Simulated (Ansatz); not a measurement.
# Hg2Ru2O7: the cost of one run

Method: DFT, levels as named, plane waves, PAW, in Ansatz 0.2.0.

### 1 The starting structure

It takes space group Fd-3m (No. 227, cubic). Conventional cell: a = 10.201 Å, b = 10.201 Å, c = 10.201 Å, α = 90.00°, β = 90.00°, γ = 90.00°. Hg (site symmetry -3m) has 2 O at 2.21 Å as nearest neighbours. Around Ru (site symmetry -3m) lie 6 O at 1.93 Å. O (site symmetry 2mm) has 2 Ru at 1.93 Å as nearest neighbours. O (site symmetry -43m) is surrounded by 4 Hg at 2.21 Å.

Coordinates:

```
CELL_PARAMETERS angstrom
0.00000 5.10055 5.10055
5.10055 0.00000 5.10055
5.10055 5.10055 0.00000
ATOMIC_POSITIONS crystal
Hg 0.12500 0.12500 0.12500
Hg 0.62500 0.12500 0.12500
Hg 0.12500 0.12500 0.62500
Hg 0.12500 0.62500 0.12500
Ru 0.62500 0.62500 0.62500
Ru 0.12500 0.62500 0.62500
Ru 0.62500 0.62500 0.12500
Ru 0.62500 0.12500 0.62500
O 0.55800 0.94200 0.94200
O 0.69200 0.30800 0.69200
O 0.94200 0.55800 0.55800
O 0.30800 0.69200 0.30800
O 0.94200 0.55800 0.94200
O 0.69200 0.69200 0.30800
O 0.55800 0.94200 0.55800
O 0.30800 0.30800 0.69200
O 0.69200 0.30800 0.30800
O 0.94200 0.94200 0.55800
O 0.30800 0.69200 0.69200
O 0.55800 0.55800 0.94200
O 0.00000 0.00000 0.00000
O 0.25000 0.25000 0.25000
```

### 2 Relaxation with PBE

The input, input.yaml:

```yaml
crystal:
  lattice:
    - [0.0, 5.100545, 5.100545]
    - [5.100545, 0.0, 5.100545]
    - [5.100545, 5.100545, 0.0]
  atoms:
    - { symbol: Hg, position: [0.125, 0.125, 0.125] }
    - { symbol: Hg, position: [0.625, 0.125, 0.125] }
    - { symbol: Hg, position: [0.125, 0.125, 0.625] }
    - { symbol: Hg, position: [0.125, 0.625, 0.125] }
    - { symbol: Ru, position: [0.625, 0.625, 0.625] }
    - { symbol: Ru, position: [0.125, 0.625, 0.625] }
    - { symbol: Ru, position: [0.625, 0.625, 0.125] }
    - { symbol: Ru, position: [0.625, 0.125, 0.625] }
    - { symbol: O, position: [0.558, 0.942, 0.942] }
    - { symbol: O, position: [0.692, 0.308, 0.692] }
    - { symbol: O, position: [0.942, 0.558, 0.558] }
    - { symbol: O, position: [0.308, 0.692, 0.308] }
    - { symbol: O, position: [0.942, 0.558, 0.942] }
    - { symbol: O, position: [0.692, 0.692, 0.308] }
    - { symbol: O, position: [0.558, 0.942, 0.558] }
    - { symbol: O, position: [0.308, 0.308, 0.692] }
    - { symbol: O, position: [0.692, 0.308, 0.308] }
    - { symbol: O, position: [0.942, 0.942, 0.558] }
    - { symbol: O, position: [0.308, 0.692, 0.692] }
    - { symbol: O, position: [0.558, 0.558, 0.942] }
    - { symbol: O, position: [0.0, 0.0, 0.0] }
    - { symbol: O, position: [0.25, 0.25, 0.25] }
  symmetry: { tolerance: 0.0003 }
hamiltonian:
  xc: pbe
  pseudopotentials: { kind: paw, azcp: { folder: soft_1 } }
basis:
  ecutwfc: 420
magnetization:
  spin_polarized: false
scf:
  occupations: { method: fermi_dirac, width: 0.1 }
kpoints:
  mp_grid: { grid: [6, 6, 6], shift: [0, 0, 0] }
output:
  forces: true
  stress: true
  eigenvalues: true
relax:
  max_steps: 60
  cell: {}
```

Run with:

```
ansatz run input.yaml --threads 6 --pin off --max-ram 14336MiB --backend cpu --events-out ev --progress --plain --runs-dir out
```

What time and memory should one allow on 6 threads of Intel Xeon Platinum 8488C (Sapphire Rapids), shared host?

About 41 s, with a peak of 1.6 GiB.
